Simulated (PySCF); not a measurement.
**C2H9BN2: NMR shifts at several levels of theory**

How much do the NMR shifts of C2H9BN2 (`CNBNC`) depend on the level of theory, and what does each level cost?

Computed with PySCF 2.14.0, with density-fitted response routines of our own, on a single molecule in the gas phase. Atoms count from 0, in the outputs and in this text.

### 1 The starting structure

14 atoms, charge 0, multiplicity 1; geometry from: GFN2-xTB.

Bonds of the start (Å): C0–N1 1.44, N1–B2 1.40, B2–N3 1.41, N3–C4 1.44, C0–H5 1.10, C0–H6 1.10, C0–H7 1.09, N1–H8 1.01, B2–H9 1.17, N3–H10 1.01, C4–H11 1.09, C4–H12 1.09, C4–H13 1.10.

### 2 Optimising the geometry at PBE0-D3(BJ)/def2-SVP

The job: settings as JSON, then the geometry in Å.

```
{"job": {"xc": "PBE0", "basis": "def2-SVP", "d3": "d3bj", "grid": 1, "kind": "geom"}, "charge": 0, "multiplicity": 1}
C      2.270180     0.814750    -0.050880
N      0.863250     0.514850    -0.118340
B      0.220020    -0.614940     0.402980
N     -1.160640    -0.833530     0.252640
C     -2.148650    -0.012650    -0.403890
H      2.450720     1.765190     0.464040
H      2.713920     0.881880    -1.051190
H      2.777300     0.023900     0.497330
H      0.343460     1.224240    -0.611550
H      0.851890    -1.416570     0.983080
H     -1.571960    -1.633920     0.704770
H     -2.818330    -0.626080    -1.014150
H     -1.659920     0.705460    -1.059280
H     -2.762420     0.542250     0.317390
```

The log of the run:

```text
step   0  E = -215.63678755  max force = 0.012836
step   1  E = -215.63810267  max force = 0.009634
step   2  E = -215.63819931  max force = 0.005897
step   3  E = -215.63865280  max force = 0.001515
step   4  E = -215.63859284  max force = 0.001969
step   5  E = -215.63870067  max force = 0.000643
step   6  E = -215.63871199  max force = 0.000231
optimisation converged
```

Wall time 30 s (4 threads of Arm Neoverse N1, shared host).

Along the way: (the energy doesn't fall at every step)

```
step  energy from step 0 (eV)  largest force component (eV/Å)
   0                   0.0000                          0.6601
   1                  -0.0358                          0.4954
   2                  -0.0384                          0.3032
   3                  -0.0508                          0.0779
   4                  -0.0491                          0.1013
   5                  -0.0521                          0.0331
   6                  -0.0524                          0.0119
```

Distances of close pairs at the start and the end, largest changes first:

```
  bond  before (Å)  after (Å)  change (Å)
 B2–H9       1.174      1.214      +0.040
C4–H12       1.088      1.101      +0.013
 N1–B2       1.401      1.412      +0.011
 C0–H7       1.088      1.099      +0.011
 B2–N3       1.406      1.416      +0.010
 C0–H5       1.096      1.106      +0.010
C4–H11       1.094      1.104      +0.009
 C0–H6       1.096      1.106      +0.009
```

The next job starts from the end point, and lists it.

```
                         at the end point                 value
  point group (found at 0.08 Å tolerance)                    C1
rotational constants (GHz, main isotopes)  15.120, 2.413, 2.138
                        dipole moment (D)                  1.38
```

### 3 Nuclear shieldings: PBE0/pcSseg-2

The job: settings as JSON, then the geometry in Å.

```
{"job": {"kind": "nmr", "xc": "PBE0", "basis": "pcSseg-2", "pop": false}, "charge": 0, "multiplicity": 1}
C      2.267648     0.820676    -0.061708
N      0.859144     0.544454    -0.128428
B      0.213593    -0.596728     0.396068
N     -1.173799    -0.845305     0.264789
C     -2.158414    -0.032263    -0.391617
H      2.491595     1.761258     0.474392
H      2.737107     0.892158    -1.060225
H      2.772469     0.007725     0.478872
H      0.319898     1.258290    -0.602956
H      0.882437    -1.415890     0.991712
H     -1.544127    -1.662859     0.729104
H     -2.845456    -0.636666    -1.008520
H     -1.674580     0.680365    -1.076930
H     -2.778696     0.559616     0.308398
```

Method: GIAO PBE0/pcSseg-2 NMR shielding, non-relativistic, gas phase.

The log of the run:

```text
coarse grid: 10968 points
cycle   1  E = -215.8146980424  dE =  3.390e-01  |g| = 4.426e-01  |ddm| = 2.321e+00
cycle   2  E = -215.7987595828  dE =  1.594e-02  |g| = 5.318e-01  |ddm| = 7.486e-01
cycle   3  E = -215.8633354128  dE = -6.458e-02  |g| = 6.160e-02  |ddm| = 4.003e-01
cycle   4  E = -215.8640282767  dE = -6.929e-04  |g| = 2.134e-02  |ddm| = 4.376e-02
cycle   5  E = -215.8641310316  dE = -1.028e-04  |g| = 3.335e-03  |ddm| = 1.679e-02
cycle   6  E = -215.8641331042  dE = -2.073e-06  |g| = 1.159e-03  |ddm| = 2.227e-03
final grid: 103960 points
cycle   7  E = -215.8699511638  dE = -9.246e-05  |g| = 8.674e-03  |ddm| = 3.668e-02
cycle   8  E = -215.8699413230  dE =  9.841e-06  |g| = 1.101e-02  |ddm| = 1.127e-02
cycle   9  E = -215.8699685408  dE = -2.722e-05  |g| = 9.060e-04  |ddm| = 6.280e-03
cycle  10  E = -215.8699686999  dE = -1.591e-07  |g| = 2.925e-04  |ddm| = 6.240e-04
cycle  11  E = -215.8699687162  dE = -1.629e-08  |g| = 9.517e-05  |ddm| = 1.782e-04
cycle  12  E = -215.8699687180  dE = -1.843e-09  |g| = 2.781e-05  |ddm| = 6.494e-05
cycle  13  E = -215.8699687182  dE = -1.502e-10  |g| = 5.494e-06  |ddm| = 1.517e-05
converged SCF energy = -215.8699687182

GIAO shielding tensors (ppm)
atom      isotropic    diamagn.    paramagn.     s11        s22        s33       span
  0 C      148.715     235.654     -86.939    127.155    133.246    185.745     58.590
  1 N      187.472     324.353    -136.881    115.692    220.271    226.454    110.762
  2 B       73.621     196.931    -123.310     42.501     77.735    100.626     58.125
  3 N      191.470     320.286    -128.815    132.818    214.732    226.861     94.043
  4 C      155.019     238.738     -83.718    129.843    151.063    184.152     54.309
  5 H       28.457      27.348       1.110     23.743     26.572     35.058     11.315
  6 H       28.477      27.429       1.048     23.716     26.610     35.104     11.389
  7 H       28.339      28.073       0.266     24.847     27.320     32.850      8.003
  8 H       29.112      36.219      -7.106     21.191     31.326     34.820     13.630
  9 H       27.204      31.317      -4.113     25.007     27.857     28.749      3.742
 10 H       29.132      32.274      -3.142     21.538     28.933     36.925     15.387
 11 H       28.718      27.771       0.947     24.039     26.806     35.308     11.269
 12 H       28.779      31.599      -2.819     24.503     29.151     32.683      8.180
 13 H       28.729      28.562       0.167     24.032     26.526     35.629     11.598
```

Run time: 48 s. Hardware: 4 threads of Arm Neoverse N1, shared host.

The references, computed at this level on geometries of the same kind, shield at (ppm): 1H TMS 31.25, 13C TMS 184.1, 15N NH3 261.7, 11B BF3·OEt2 99.1. Their shielding less the atom's gives the shift. The references are single molecules in the gas phase, so shifts against H2O, NH3, PH3, H3PO4 or CFCl3 are not on the usual liquid scales and can be off by tens of ppm. Atoms listed in one row are averaged.

```
                    atoms                              environment  σ (ppm)  δ (ppm)
                   C0, C4                methyl carbon bonded to N    151.9     32.3
                       H9        hydrogen on a boron bonded to 2 N    27.20     4.04
H5, H6, H7, H11, H12, H13  hydrogen on a methyl carbon bonded to N    28.58     2.66
                  H8, H10    hydrogen on a nitrogen bonded to C, B    29.12     2.12
                   N1, N3               nitrogen bonded to C, B, H    189.5     72.2
                       B2                   boron bonded to 2 N, H     73.6     25.4
```

### 4 Nuclear shieldings: PBE/pcSseg-2

The job, as its differences from that of step 3:

```diff
@@ -1,2 +1,2 @@
-{"job": {"kind": "nmr", "xc": "PBE0", "basis": "pcSseg-2", "pop": false}, "charge": 0, "multiplicity": 1}
+{"job": {"kind": "nmr", "xc": "PBE", "basis": "pcSseg-2", "pop": false}, "charge": 0, "multiplicity": 1}
 C      2.267648     0.820676    -0.061708
```

Method: GIAO PBE/pcSseg-2 NMR shielding, non-relativistic, gas phase.

The log of the run:

```text
coarse grid: 10968 points
cycle   1  E = -215.7334472728  dE =  2.452e-01  |g| = 6.180e-01  |ddm| = 2.333e+00
cycle   2  E = -215.5662413226  dE =  1.672e-01  |g| = 1.040e+00  |ddm| = 1.411e+00
cycle   3  E = -215.8297776852  dE = -2.635e-01  |g| = 1.271e-01  |ddm| = 9.918e-01
cycle   4  E = -215.8330624192  dE = -3.285e-03  |g| = 3.968e-02  |ddm| = 9.214e-02
cycle   5  E = -215.8334035768  dE = -3.412e-04  |g| = 8.829e-03  |ddm| = 2.951e-02
cycle   6  E = -215.8334158493  dE = -1.227e-05  |g| = 4.645e-03  |ddm| = 6.331e-03
cycle   7  E = -215.8334204421  dE = -4.593e-06  |g| = 9.837e-04  |ddm| = 3.037e-03
final grid: 103960 points
cycle   8  E = -215.8435351468  dE = -1.356e-04  |g| = 1.403e-02  |ddm| = 5.038e-02
cycle   9  E = -215.8434466294  dE =  8.852e-05  |g| = 2.396e-02  |ddm| = 2.344e-02
cycle  10  E = -215.8435796701  dE = -1.330e-04  |g| = 2.466e-03  |ddm| = 1.528e-02
cycle  11  E = -215.8435809455  dE = -1.275e-06  |g| = 5.687e-04  |ddm| = 1.596e-03
cycle  12  E = -215.8435809977  dE = -5.227e-08  |g| = 2.971e-04  |ddm| = 4.096e-04
cycle  13  E = -215.8435810166  dE = -1.889e-08  |g| = 6.441e-05  |ddm| = 1.886e-04
cycle  14  E = -215.8435810174  dE = -7.905e-10  |g| = 2.024e-05  |ddm| = 4.969e-05
converged SCF energy = -215.8435810174

GIAO shielding tensors (ppm)
atom      isotropic    diamagn.    paramagn.     s11        s22        s33       span
  0 C      142.804     236.389     -93.586    119.545    126.546    182.320     62.775
  1 N      178.386     322.349    -143.963    107.478    209.911    217.770    110.291
  2 B       70.080     196.969    -126.889     38.321     75.275     96.646     58.324
  3 N      182.380     318.406    -136.026    124.628    205.468    217.045     92.417
  4 C      149.684     239.411     -89.727    122.391    146.094    180.566     58.175
  5 H       28.261      27.466       0.795     23.622     26.423     34.738     11.116
  6 H       28.280      27.541       0.740     23.590     26.460     34.791     11.201
  7 H       28.197      28.220      -0.023     24.967     27.177     32.447      7.480
  8 H       28.956      35.868      -6.912     21.413     31.380     34.075     12.663
  9 H       27.079      31.453      -4.375     25.132     27.425     28.679      3.547
 10 H       28.970      32.246      -3.276     21.652     29.121     36.138     14.487
 11 H       28.540      27.938       0.602     23.937     26.753     34.931     10.994
 12 H       28.630      31.478      -2.849     24.597     28.858     32.434      7.836
 13 H       28.533      28.644      -0.111     23.861     26.437     35.302     11.441
```

Wall time 40 s (4 threads of Arm Neoverse N1, shared host).

This run: δ C0 33.1, N1 80.7, B2 22.6, H9 4.10, H5 2.77 ppm (means over like atoms).

### 5 NMR shieldings: wB97X-D/pcSseg-2

The job, as its differences from that of step 4:

```diff
@@ -1,2 +1,2 @@
-{"job": {"kind": "nmr", "xc": "PBE", "basis": "pcSseg-2", "pop": false}, "charge": 0, "multiplicity": 1}
+{"job": {"kind": "nmr", "xc": "wB97X-D", "basis": "pcSseg-2", "pop": false}, "charge": 0, "multiplicity": 1}
 C      2.267648     0.820676    -0.061708
```

Level: GIAO wB97X-D/pcSseg-2 NMR shielding, non-relativistic, gas phase.

The log of the run:

```text
coarse grid: 10968 points
cycle   1  E = -216.0192354933  dE =  4.821e-01  |g| = 4.019e-01  |ddm| = 2.311e+00
cycle   2  E = -216.0345528238  dE = -1.532e-02  |g| = 3.531e-01  |ddm| = 4.568e-01
cycle   3  E = -216.0589748659  dE = -2.442e-02  |g| = 4.002e-02  |ddm| = 1.846e-01
cycle   4  E = -216.0593683175  dE = -3.935e-04  |g| = 1.345e-02  |ddm| = 3.580e-02
cycle   5  E = -216.0594127335  dE = -4.442e-05  |g| = 2.181e-03  |ddm| = 1.359e-02
cycle   6  E = -216.0594145379  dE = -1.804e-06  |g| = 6.069e-04  |ddm| = 3.429e-03
final grid: 103960 points
cycle   7  E = -216.0683230150  dE = -3.432e-04  |g| = 9.661e-03  |ddm| = 5.088e-02
cycle   8  E = -216.0683271952  dE = -4.180e-06  |g| = 9.015e-03  |ddm| = 1.057e-02
cycle   9  E = -216.0683431357  dE = -1.594e-05  |g| = 7.030e-04  |ddm| = 4.376e-03
cycle  10  E = -216.0683432375  dE = -1.018e-07  |g| = 3.605e-04  |ddm| = 7.185e-04
cycle  11  E = -216.0683432665  dE = -2.902e-08  |g| = 6.261e-05  |ddm| = 2.342e-04
cycle  12  E = -216.0683432678  dE = -1.214e-09  |g| = 2.253e-05  |ddm| = 8.087e-05
cycle  13  E = -216.0683432679  dE = -1.469e-10  |g| = 1.051e-05  |ddm| = 3.088e-05
converged SCF energy = -216.0683432679

GIAO shielding tensors (ppm)
atom      isotropic    diamagn.    paramagn.     s11        s22        s33       span
  0 C      149.062     234.649     -85.587    128.442    133.303    185.442     57.000
  1 N      190.397     324.331    -133.933    119.868    222.372    228.952    109.084
  2 B       74.036     196.249    -122.213     42.729     78.255    101.123     58.394
  3 N      194.465     319.839    -125.375    136.982    216.355    230.057     93.075
  4 C      155.182     238.106     -82.924    131.063    150.570    183.914     52.852
  5 H       28.615      27.380       1.235     23.937     26.732     35.176     11.240
  6 H       28.635      27.450       1.184     23.913     26.771     35.219     11.306
  7 H       28.478      28.076       0.402     24.920     27.470     33.044      8.124
  8 H       29.280      36.409      -7.129     21.342     31.411     35.088     13.746
  9 H       27.347      31.310      -3.963     25.108     28.064     28.869      3.761
 10 H       29.316      32.520      -3.204     21.735     28.995     37.219     15.484
 11 H       28.862      27.886       0.976     24.220     26.923     35.443     11.222
 12 H       28.912      31.589      -2.678     24.597     29.326     32.811      8.214
 13 H       28.874      28.616       0.259     24.230     26.664     35.729     11.499
```

It took 58 s on 4 threads of Arm Neoverse N1, shared host.

In short: δ C0 32.3, N1 67.6, B2 25.9, H9 4.01, H5 2.63 ppm (means over like atoms).

### 6 Shielding tensors: KT2/pcSseg-2

The job, as its differences from that of step 5:

```diff
@@ -1,2 +1,2 @@
-{"job": {"kind": "nmr", "xc": "wB97X-D", "basis": "pcSseg-2", "pop": false}, "charge": 0, "multiplicity": 1}
+{"job": {"kind": "nmr", "xc": "KT2", "basis": "pcSseg-2", "pop": false}, "charge": 0, "multiplicity": 1}
 C      2.267648     0.820676    -0.061708
```

Method: GIAO KT2/pcSseg-2 NMR shielding, non-relativistic, gas phase.

The log of the run:

```text
coarse grid: 10968 points
cycle   1  E = -219.6672117742  dE =  2.716e-01  |g| = 5.889e-01  |ddm| = 2.285e+00
cycle   2  E = -219.5278941420  dE =  1.393e-01  |g| = 9.642e-01  |ddm| = 1.281e+00
cycle   3  E = -219.7555070340  dE = -2.276e-01  |g| = 1.089e-01  |ddm| = 8.806e-01
cycle   4  E = -219.7580296794  dE = -2.523e-03  |g| = 3.391e-02  |ddm| = 8.482e-02
cycle   5  E = -219.7582898190  dE = -2.601e-04  |g| = 7.772e-03  |ddm| = 2.752e-02
cycle   6  E = -219.7582992531  dE = -9.434e-06  |g| = 4.572e-03  |ddm| = 6.280e-03
cycle   7  E = -219.7583037842  dE = -4.531e-06  |g| = 7.496e-04  |ddm| = 2.904e-03
final grid: 103960 points
cycle   8  E = -219.7732117715  dE = -3.554e-04  |g| = 7.524e-03  |ddm| = 1.489e-01
cycle   9  E = -219.7731974295  dE =  1.434e-05  |g| = 1.028e-02  |ddm| = 1.275e-02
cycle  10  E = -219.7732237049  dE = -2.628e-05  |g| = 1.741e-03  |ddm| = 8.007e-03
cycle  11  E = -219.7732242326  dE = -5.277e-07  |g| = 7.820e-04  |ddm| = 1.334e-03
cycle  12  E = -219.7732243639  dE = -1.313e-07  |g| = 2.610e-04  |ddm| = 5.691e-04
cycle  13  E = -219.7732243795  dE = -1.557e-08  |g| = 5.452e-05  |ddm| = 1.840e-04
cycle  14  E = -219.7732243801  dE = -6.187e-10  |g| = 1.099e-05  |ddm| = 3.567e-05
converged SCF energy = -219.7732243801

GIAO shielding tensors (ppm)
atom      isotropic    diamagn.    paramagn.     s11        s22        s33       span
  0 C      146.126     234.439     -88.313    122.757    130.524    185.097     62.341
  1 N      182.976     320.501    -137.525    115.108    213.207    220.613    105.505
  2 B       77.014     196.571    -119.557     47.922     83.554     99.565     51.644
  3 N      186.595     316.334    -129.739    132.141    206.853    220.791     88.650
  4 C      152.730     238.652     -85.922    125.590    149.274    183.325     57.735
  5 H       28.249      27.107       1.142     23.535     26.403     34.811     11.276
  6 H       28.266      27.189       1.077     23.501     26.436     34.862     11.361
  7 H       28.206      28.253      -0.047     24.999     27.107     32.511      7.512
  8 H       28.977      35.832      -6.855     21.333     31.327     34.269     12.936
  9 H       27.195      30.528      -3.333     25.153     27.765     28.668      3.516
 10 H       29.044      32.132      -3.087     21.705     29.091     36.338     14.633
 11 H       28.530      27.559       0.971     23.895     26.723     34.973     11.078
 12 H       28.612      31.952      -3.340     24.545     28.799     32.492      7.948
 13 H       28.518      28.445       0.074     23.775     26.431     35.349     11.573
```

Wall time 39 s (4 threads of Arm Neoverse N1, shared host).

In short: δ C0 32.9, N1 75.3, B2 21.3, H9 3.98, H5 2.78 ppm (means over like atoms).

### 7 NMR shieldings: HF/pcSseg-2

The job, as its differences from that of step 6:

```diff
@@ -1,2 +1,2 @@
-{"job": {"kind": "nmr", "xc": "KT2", "basis": "pcSseg-2", "pop": false}, "charge": 0, "multiplicity": 1}
+{"job": {"kind": "nmr", "xc": "HF", "basis": "pcSseg-2", "pop": false}, "charge": 0, "multiplicity": 1}
 C      2.267648     0.820676    -0.061708
```

Method: GIAO HF/pcSseg-2 NMR shielding, non-relativistic, gas phase.

The log of the run:

```text
final grid: 103960 points
cycle   1  E = -214.6435561424  dE =  7.508e-01  |g| = 4.144e-01  |ddm| = 2.336e+00
cycle   2  E = -214.6957396718  dE = -5.218e-02  |g| = 1.287e-01  |ddm| = 3.889e-01
cycle   3  E = -214.7002544443  dE = -4.515e-03  |g| = 5.064e-02  |ddm| = 1.293e-01
cycle   4  E = -214.7009578787  dE = -7.034e-04  |g| = 6.337e-03  |ddm| = 4.726e-02
cycle   5  E = -214.7009724645  dE = -1.459e-05  |g| = 2.424e-03  |ddm| = 7.882e-03
cycle   6  E = -214.7009743139  dE = -1.849e-06  |g| = 4.768e-04  |ddm| = 2.703e-03
cycle   7  E = -214.7009744391  dE = -1.252e-07  |g| = 1.220e-04  |ddm| = 8.519e-04
cycle   8  E = -214.7009744490  dE = -9.989e-09  |g| = 2.861e-05  |ddm| = 2.469e-04
cycle   9  E = -214.7009744496  dE = -5.310e-10  |g| = 8.999e-06  |ddm| = 4.558e-05
converged SCF energy = -214.7009744496

GIAO shielding tensors (ppm)
atom      isotropic    diamagn.    paramagn.     s11        s22        s33       span
  0 C      159.096     230.110     -71.015    141.557    145.366    190.364     48.807
  1 N      206.461     327.320    -120.859    138.929    236.509    243.944    105.015
  2 B       84.674     194.322    -109.648     56.371     89.052    108.600     52.229
  3 N      210.192     323.095    -112.903    156.054    230.027    244.495     88.441
  4 C      164.191     233.319     -69.128    144.029    159.345    189.200     45.172
  5 H       29.081      27.335       1.747     24.223     27.150     35.871     11.648
  6 H       29.097      27.415       1.682     24.201     27.191     35.900     11.699
  7 H       28.912      27.834       1.077     25.017     27.827     33.890      8.873
  8 H       29.814      36.937      -7.123     21.134     31.654     36.655     15.521
  9 H       27.891      31.091      -3.200     25.138     29.036     29.500      4.362
 10 H       29.880      32.784      -2.904     21.708     29.072     38.861     17.153
 11 H       29.307      27.771       1.536     24.510     27.234     36.177     11.667
 12 H       29.344      31.578      -2.234     24.682     29.900     33.451      8.769
 13 H       29.335      28.565       0.770     24.604     27.020     36.380     11.776
```

Wall time 25 s (4 threads of Arm Neoverse N1, shared host).

Key values: δ C0 29.8, N1 52.4, B2 29.8, H9 3.79, H5 2.50 ppm (means over like atoms).

### 8 Run by run: NMR shifts

Shifts (ppm), means over like atoms, with basis size and wall time:

```
             run    C0    H9    H5    H8    N1    B2  functions  time
   PBE0/pcSseg-2  32.3  4.04  2.66  2.12  72.2  25.4        306  48 s
    PBE/pcSseg-2  33.1  4.10  2.77  2.21  80.7  22.6        306  40 s
wB97X-D/pcSseg-2  32.3  4.01  2.63  2.06  67.6  25.9        306  58 s
    KT2/pcSseg-2  32.9  3.98  2.78  2.17  75.3  21.3        306  39 s
     HF/pcSseg-2  29.8  3.79  2.50  1.83  52.4  29.8        306  25 s
```

### 9 Summary of results

| quantity | value |
| --- | --- |
| point group | C1 |
| rotational constants (main isotopes) | 15.12, 2.41, 2.14 GHz |
| 13C shifts against TMS (PBE0/pcSseg-2, means over atoms taken as alike) | 32.3 ppm |
| 1H shifts against TMS (PBE0/pcSseg-2, means over atoms taken as alike) | 4.04, 2.66, 2.12 ppm |
| 15N shifts against NH3 (PBE0/pcSseg-2, means over atoms taken as alike) | 72.2 ppm |
| 11B shifts against BF3·OEt2 (PBE0/pcSseg-2) | 25.4 ppm |
| range of the shift of N1 | 52.4 to 80.7 ppm |

What this shows: Single values in the summary come from the first run of each kind that ended normally (PBE0/pcSseg-2), which need not be the best level. Over 6 steps the energy fell by 0.052 eV; of the close pairs, B2–H9 changed most, 1.174 to 1.214 Å. No frequency check was run at this level, so the end point may be a saddle. At PBE0/pcSseg-2: The widest tensor belongs to N1, N3: span 102 ppm, with a paramagnetic part of -133 ppm. In ppm, N1 (with its like atoms) moves most: its shift spreads over 28.2 ppm, from 52.4 (HF/pcSseg-2) to 80.7 (PBE/pcSseg-2).
